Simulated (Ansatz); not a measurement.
# BrGeHS: how energies converge with the basis set

The task here is to estimate one member of a computed series from the others.

Computed with Ansatz 0.2.0, Gaussian basis. Level: one geometry, several basis sets.

Levels to be run: PBE0-D4/def2-SVP; ωB97M-V/def2-SVP; PBE0-D4/def2-QZVPP; ωB97M-V/def2-QZVPP; the functionals' def2-TZVPP values are taken from earlier runs.

**The relaxed structure**

An earlier PBE0-D4 in a triple-zeta def2 set relaxation fixed the geometry.

SMILES `[SH][Ge][Br]`, 4 atoms, charge 0, spin multiplicity 1.

Atoms are counted from 1 here; the program's logs count them from 0.

Bond lengths: S1–Ge2 2.237 Å, S1–H4 1.344 Å, Ge2–Br3 2.358 Å. Angles: Ge2–S1–H4 96.8°, S1–Ge2–Br3 99.8°.

Set-up of the first run:

in.yaml reads:

```yaml
crystal:
  periodic: [false, false, false]
  atoms:
    - {symbol: S, position_ang: [-0.495377, 1.211852, -0.684372]}
    - {symbol: Ge, position_ang: [-0.978429, -0.944285, -0.333532]}
    - {symbol: Br, position_ang: [0.876037, -1.561753, 0.985278]}
    - {symbol: H, position_ang: [0.653269, 1.233985, 0.012327]}
basis:
  gaussian: {orbitals: def2-SVP}
hamiltonian: {xc: pbe0, dispersion: d4}
output: {orbitals: {seedname: orbitals}}
```

Among the steps run: PBE0-D4 in def2-SVP; ωB97M-V in def2-SVP; PBE0-D4 in def2-QZVPP; ωB97M-V in def2-QZVPP.

One table of the session follows, with a row left open; its other results are not shown here.

It belongs to the step «Density functionals: the series». 

```
functional       basis  HOMO (eV)  LUMO (eV)
   PBE0-D4    def2-SVP      -7.43      -2.70
   PBE0-D4  def2-TZVPP      -7.50      -2.79
   PBE0-D4  def2-QZVPP      -7.52      -2.82
   ωB97M-V    def2-SVP      -9.43      -0.77
   ωB97M-V  def2-TZVPP      -9.53      -0.88
   ωB97M-V  def2-QZVPP          ?          ?
```

**Question.** Estimate the row for ωB97M-V, def2-QZVPP.

As computed: HOMO (eV): -9.56; LUMO (eV): -0.96. In the column «HOMO (eV)» it is the lowest.
